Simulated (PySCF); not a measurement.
# C2H5AlClN (SMILES CC#[N+][AlH2-][Cl]): r2SCAN/def2-SVP

Aim: energy and one-electron properties of C2H5AlClN. 

The calculation is run with PySCF 2.14.0.

3 further runs of the same task are left out: 3 set aside as unsound or not needed.

### 1 The molecule

C2H5AlClN has 10 atoms, charge 0, and is taken as a singlet. SMILES: `CC#[N+][AlH2-][Cl]`. The shape comes from GFN2-xTB, which is rough for such elements, and wasn't checked as a minimum.

Bond lengths: C1–C2 1.422 Å, C2–N3 1.145 Å, N3–Al4 2.005 Å, Al4–Cl5 2.043 Å, C1–H6 1.090 Å, C1–H7 1.090 Å, C1–H8 1.090 Å, Al4–H9 1.549 Å, Al4–H10 1.550 Å. Some angles: C1–C2–N3 179.7°, C2–N3–Al4 178.7°, N3–Al4–Cl5 100.9°, C2–C1–H6 109.5°, C2–C1–H7 109.5°, C2–C1–H8 109.5°, N3–Al4–H9 97.7°, N3–Al4–H10 97.5°, Cl5–Al4–H9 117.4°, Cl5–Al4–H10 117.6°.

### 2 The charge distribution at r2SCAN/def2-SVP

run.py reads:

```python
import numpy
from pyscf import gto, scf, dft, lo

mol = gto.M(
    atom='''
C     -1.465550    -1.638330     0.033770
C     -0.503410    -0.591300     0.040250
N      0.273650     0.249870     0.051560
Al     1.637520     1.719820     0.025450
Cl     0.787220     3.010120    -1.310350
H     -1.446980    -2.155540     0.993130
H     -1.229830    -2.343300    -0.763550
H     -2.457610    -1.219080    -0.134760
H      1.564790     2.096020     1.526760
H      2.840200     0.871720    -0.462260
''',
    verbose=4,
    basis='def2-svp',
    spin=0,
    max_memory=1860,
    charge=0,
)

mf = dft.RKS(mol)
mf.xc = 'r2scan'
mf.grids.level = 3
mf.conv_tol = 1e-10
mf.kernel()
if not mf.converged:
    mf = mf.newton().run(mf.mo_coeff, mf.mo_occ)

e_tot = mf.e_tot
print('E(%s) = %.9f' % ('R2SCAN', e_tot))
dip = mf.dip_moment()
pop, q = mf.mulliken_pop()
quad = mf.quad_moment()
occ = mf.mo_coeff[:, mf.mo_occ > 0]
iaos = lo.vec_lowdin(lo.iao.iao(mol, occ), mf.get_ovlp())
c = iaos.T @ mf.get_ovlp() @ occ
pop_iao, q_iao = scf.hf.mulliken_pop(lo.iao.reference_mol(mol), (c * mf.mo_occ[mf.mo_occ > 0]) @ c.T, numpy.eye(c.shape[0]), verbose=0)
print('IAO charges', numpy.round(q_iao, 4))
```

Command:

```
OMP_NUM_THREADS=1 python run.py
```

Q: Predict the results. Wanted: total energy; dipole moment; HOMO energy; LUMO energy; HOMO–LUMO gap.

Answer, from the run:

At r2SCAN/def2-SVP:

| quantity | value |
| --- | --- |
| total energy | -836.20564 Eh |
| dipole moment | 8.75 D |
| HOMO energy | -6.08 eV |
| LUMO energy | -1.78 eV |
| HOMO–LUMO gap | 4.29 eV |
